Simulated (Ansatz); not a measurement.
# CH₂BNO₂: a ladder of functionals and wavefunction methods

How much do the methods differ for CH₂BNO₂? The plan is to run it at one geometry with functionals of several rungs and with coupled cluster, and see how far each lands from CCSD(T) at the basis-set limit for the atomisation energy.

Method: functionals in def2-TZVPP, the program's frozen cores in correlated methods; program: Ansatz 0.2.0, Gaussian basis.

Levels to be run: LDA (SPW92), PBE-D4, revPBE-D4, BLYP-D4, r2SCAN-D4, B97M-V, PBE0-D4, B3LYP-D4, r2SCANh-D4, r2SCAN0-D4, HSE06-D4, BHLYP-D4, CAM-B3LYP-D4, LC-ωPBE, ωB97X-V, ωB97M-V, B2PLYP, PBE-QIDH; CCSD(T)/def2-SVP; CCSD(T)/def2-TZVPP; MP2/def2-QZVPP; extrapolation to the limit; RPA on PBE.

## 1. The relaxed structure

All runs share one geometry, relaxed beforehand with PBE0-D4 in a triple-zeta def2 set.

SMILES `N#COBO`, 7 atoms, charge 0, spin multiplicity 1.

Atoms are counted from 1 here; the program's logs count them from 0.

Bond lengths: N1–C2 1.153 Å, C2–O3 1.283 Å, O3–B4 1.397 Å, B4–O5 1.337 Å, B4–H6 1.192 Å, O5–H7 0.959 Å. Angles: N1–C2–O3 177.4°, C2–O3–B4 121.6°, O3–B4–O5 114.1°, O3–B4–H6 120.0°, O5–B4–H6 125.9°, B4–O5–H7 113.8°.

Coordinates:

```mol
CH2BNO2
  3D, bonds by distance, orders not assigned

  7  6  0  0  0  0  0  0  0  0999 V2000
    0.8195   -2.0150    1.8498 N   0  0
    0.4139   -1.4733    0.9166 C   0  0
   -0.0478   -0.9230   -0.1466 O   0  0
   -0.1124    0.4656   -0.2820 B   0  0
   -0.6182    0.8772   -1.4487 O   0  0
    0.2668    1.1687    0.6027 H   0  0
   -0.6607    1.8316   -1.5375 H   0  0
  1  2  8  0
  2  3  8  0
  3  4  8  0
  4  5  8  0
  4  6  8  0
  5  7  8  0
M  END
```

## 2. LDA

This LDA is Slater exchange with PW92 correlation.

in.yaml

```yaml
crystal:
  periodic: [false, false, false]
  atoms:
    - {symbol: N, position_ang: [0.819473, -2.014970, 1.849769]}
    - {symbol: C, position_ang: [0.413938, -1.473324, 0.916569]}
    - {symbol: O, position_ang: [-0.047788, -0.922962, -0.146580]}
    - {symbol: B, position_ang: [-0.112353, 0.465592, -0.282034]}
    - {symbol: O, position_ang: [-0.618201, 0.877241, -1.448680]}
    - {symbol: H, position_ang: [0.266840, 1.168724, 0.602666]}
    - {symbol: H, position_ang: [-0.660709, 1.831599, -1.537510]}
basis:
  gaussian: {orbitals: def2-TZVPP}
hamiltonian: {xc: lda}
output: {orbitals: {seedname: orbitals}}
```

Run with:

```console
> ansatz run in.yaml --threads 2 --pin off --events-out ev --progress --plain --max-ram 4352MiB
```

Further steps of the session: PBE-D4 (GGA); revPBE-D4 (GGA); BLYP-D4 (GGA); r2SCAN-D4 (meta-GGA); B97M-V (meta-GGA); PBE0-D4 (hybrid); B3LYP-D4 (hybrid); r2SCANh-D4 (hybrid); r2SCAN0-D4 (hybrid); HSE06-D4 (hybrid); BHLYP-D4 (hybrid); CAM-B3LYP-D4 (range-separated); LC-ωPBE (range-separated); ωB97X-V (range-separated); ωB97M-V (range-separated); B2PLYP (double hybrid); PBE-QIDH (double hybrid); CCSD(T) in def2-SVP; CCSD(T) in def2-TZVPP; MP2 in def2-QZVPP; RPA on PBE orbitals.

**Question.** What will the summary of the whole plan be? Wanted: atomisation energy, CCSD(T)/CBS; farthest beyond LDA; mean size of error, GGA; mean size of error, meta-GGA; mean size of error, hybrid; mean size of error, range-separated; mean size of error, double hybrid; gap, smallest and largest; T1 diagnostic.

The runs gave:

| quantity | value |
| --- | --- |
| atomisation energy, CCSD(T)/CBS | 32.916 eV |
| functionals within 0.165 eV (0.5 %) | B97M-V, ωB97X-V, B2PLYP |
| farthest beyond LDA | PBE-D4 (+1.588 eV) |
| mean size of error, GGA | 0.884 eV |
| mean size of error, meta-GGA | 0.196 eV |
| mean size of error, hybrid | 0.553 eV |
| mean size of error, range-separated | 0.256 eV |
| mean size of error, double hybrid | 0.102 eV |
| gap, smallest and largest | 5.93 eV (LDA (SPW92)), 13.61 eV (LC-ωPBE) |
| T1 diagnostic | 0.0147 |
| triples share of the correlation energy | 4.2 % |

**Reading.** LDA overbinds by 6.158 eV (19 %). PBE-D4 misses by +1.588 eV. Double hybrids carry the basis error of their MP2 part in triple zeta, and no dispersion term here, so their miss is partly the set-up's. By mean error the best rung here is double hybrid (0.102 eV) and the worst beyond LDA is GGA (0.884 eV). The reference freezes the cores and leaves out relativity and excitations past (T), so misses under about 0.165 eV can't be ranked. Hartree-Fock recovers 68 % of the binding; the rest is correlation. CCSD(T) in def2-SVP is off by -1.700 eV, so the small basis spoils what the method gains. Orbital gaps span 5.9 to 13.6 eV; exact exchange widens them.
